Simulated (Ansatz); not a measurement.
# C (Graphite 3R): the cost of one run

All numbers below are computed with Ansatz 0.2.0 (DFT LDA, scalar-relativistic).

### Step 1. The system as given

The cell holds 2 atoms (C2): a = 3.635 Å, b = 3.635 Å, c = 3.635 Å, α = 39.49°, β = 39.49°, γ = 39.49°.

As a file:

```
C
1.0
     1.22803    0.70900    3.34701
    -1.22803    0.70900    3.34701
     0.00000   -1.41801    3.34701
C
2
Direct
  0.83600 0.83600 0.83600
  0.16400 0.16400 0.16400
```

The geometry is a database entry used as it stands. It may stem from high pressure or temperature, or be incomplete, so it serves as a test cell.

### Step 2. PAW on the default files

File input.yaml:

```yaml
crystal:
  lattice:
    - [1.2280287114, 0.7090027071, 3.3470114498]
    - [-1.2280287114, 0.7090027071, 3.3470114498]
    - [0.0, -1.4180054142, 3.3470114498]
  atoms:
    - { symbol: C, position: [0.836, 0.836, 0.836] }
    - { symbol: C, position: [0.164, 0.164, 0.164] }
kpoints:
  mp_grid: { grid: [11, 11, 11] }
scf:
  occupations: { method: fermi_dirac, width: 0.05 }
hamiltonian:
  xc: lda
  pseudopotentials: { kind: paw }
output:
  forces: true
neb:
  images: 5
  f_tol: 0.05
  max_iterations: 40
  relax_end_points: true
  final_atoms:
    - { symbol: C, position: [1.836, 0.836, 0.836] }
    - { symbol: C, position: [0.164, 0.164, 0.164] }
```

On the command line:

```
ansatz run input.yaml --threads 4 --pin off --max-ram 4096MiB --backend cpu --events-out ev --progress --plain --runs-dir out
```

**Question.** How long does this run take on 4 threads of Arm Neoverse N1, shared host?

About 6.8 min.
